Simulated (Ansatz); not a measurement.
# C2H7NOS2W: taking an electron away

One table from this session's results is given with a row withheld; the runs are named, their logs left out.

The runs use Ansatz 0.2.0, Gaussian basis; unrestricted cation, the program's frozen cores in correlated methods.

The runs, in order: UKS PBE-D4/def2-TZVPP; UKS r2SCAN-D4/def2-TZVPP; UKS PBE0-D4/def2-TZVPP; UKS B3LYP-D4/def2-TZVPP; UKS wB97X-V/def2-TZVPP; UKS wB97M-V/def2-TZVPP; UKS B2PLYP/def2-TZVPP; UHF-CCSD(T)/def2-TZVPP; UHF-MP2/def2-QZVPP; extrapolation to the limit; then −ε(HOMO) from the neutral's earlier runs with LDA (SPW92), PBE-D4, revPBE-D4, BLYP-D4, r2SCAN-D4, B97M-V, PBE0-D4, B3LYP-D4, r2SCANh-D4, r2SCAN0-D4, HSE06-D4, BHLYP-D4, CAM-B3LYP-D4, LC-ωPBE, ωB97X-V, ωB97M-V.

### The geometry

All runs share one geometry, relaxed beforehand with PBE0-D4 in a triple-zeta def2 set. W takes the def2 core potential; no spin-orbit term is included.

SMILES `C[N](C)[W]([OH])(=[S])=[S]`, 14 atoms, charge 0, spin multiplicity 1.

Atoms are counted from 1 here; the program's logs count them from 0.

Bond lengths: C1–N2 1.451 Å, C1–H8 1.096 Å, C1–H9 1.087 Å, C1–H10 1.097 Å, N2–C3 1.453 Å, N2–W4 1.918 Å, C3–H11 1.097 Å, C3–H12 1.096 Å, C3–H13 1.088 Å, W4–O5 1.888 Å, W4–S6 2.132 Å, W4–S7 2.133 Å, O5–H14 0.960 Å. Angles: N2–C1–H8 110.1°, N2–C1–H9 110.9°, N2–C1–H10 110.0°, H8–C1–H9 108.9°, H8–C1–H10 108.1°, H9–C1–H10 108.8°, C1–N2–C3 112.1°, C1–N2–W4 126.3°, C3–N2–W4 121.7°, N2–C3–H11 110.1°, N2–C3–H12 110.1°, N2–C3–H13 111.2°, H11–C3–H12 108.4°, H11–C3–H13 108.3°, H12–C3–H13 108.7°, N2–W4–O5 108.2°, N2–W4–S6 108.4°, N2–W4–S7 108.9° and more.

The first run:

File in.yaml:

```yaml
crystal:
  periodic: [false, false, false]
  atoms:
    - {symbol: C, position_ang: [-0.363640, 0.045080, 1.710222]}
    - {symbol: N, position_ang: [0.140200, -0.030005, 0.351122]}
    - {symbol: C, position_ang: [1.279656, -0.924426, 0.240069]}
    - {symbol: W, position_ang: [-0.551966, 0.912721, -1.169215]}
    - {symbol: O, position_ang: [-1.703708, -0.250234, -2.109496]}
    - {symbol: S, position_ang: [-1.644886, 2.604302, -0.470368]}
    - {symbol: S, position_ang: [1.075894, 1.501446, -2.415835]}
    - {symbol: H, position_ang: [-0.686887, -0.946604, 2.047618]}
    - {symbol: H, position_ang: [-1.205640, 0.729437, 1.773604]}
    - {symbol: H, position_ang: [0.427655, 0.393861, 2.384747]}
    - {symbol: H, position_ang: [2.096540, -0.576311, 0.883604]}
    - {symbol: H, position_ang: [0.997180, -1.935322, 0.555832]}
    - {symbol: H, position_ang: [1.646306, -0.969012, -0.783847]}
    - {symbol: H, position_ang: [-1.506714, -0.554942, -2.998047]}
basis:
  gaussian: {orbitals: def2-TZVPP}
total_charge: 1
magnetization: {spin_polarized: true, initial_magnetization: 1}
hamiltonian: {xc: pbe, dispersion: d4}
```

Started as:

```console
ansatz run in.yaml --threads 2 --pin off --events-out ev --progress --plain --max-ram 22528MiB --backend cuda --devices 0, --max-vram 18GiB
```

Among the steps run: Cation, UKS PBE-D4/def2-TZVPP; Cation, UKS r2SCAN-D4/def2-TZVPP; Cation, UKS PBE0-D4/def2-TZVPP; Cation, UKS B3LYP-D4/def2-TZVPP; Cation, UKS wB97X-V/def2-TZVPP; Cation, UKS wB97M-V/def2-TZVPP; Cation, UKS B2PLYP (frozen core)/def2-TZVPP; Cation, UHF-CCSD(T)/def2-TZVPP; Cation, UHF-MP2/def2-QZVPP.

One table of the session follows, with a row left open; its other results are not shown here.

Orbital estimates, from the neutral's runs:

| functional | −ε(HOMO) (eV) |
| --- | --- |
| LDA (SPW92) | 6.00 |
| PBE-D4 | 5.85 |
| revPBE-D4 | 5.79 |
| BLYP-D4 | ? |
| r2SCAN-D4 | 6.12 |
| B97M-V | 6.19 |
| PBE0-D4 | 6.97 |
| B3LYP-D4 | 6.72 |
| r2SCANh-D4 | 6.53 |
| r2SCAN0-D4 | 7.14 |
| HSE06-D4 | 6.58 |
| BHLYP-D4 | 7.91 |
| CAM-B3LYP-D4 | 8.15 |
| LC-ωPBE | 9.45 |
| ωB97X-V | 9.12 |
| ωB97M-V | 8.97 |

Q: Estimate the row for BLYP-D4 from the others.

Worked estimate for «−ε(HOMO) (eV)». Against the share of exact exchange, B3LYP-D4 (0.2, 6.72), BHLYP-D4 (0.5, 7.91) give a slope of 3.97 per unit share; at 0 the line stands at 5.93.

The run gave: −ε(HOMO) (eV): 5.66. In «−ε(HOMO) (eV)» the line misses by +0.27.
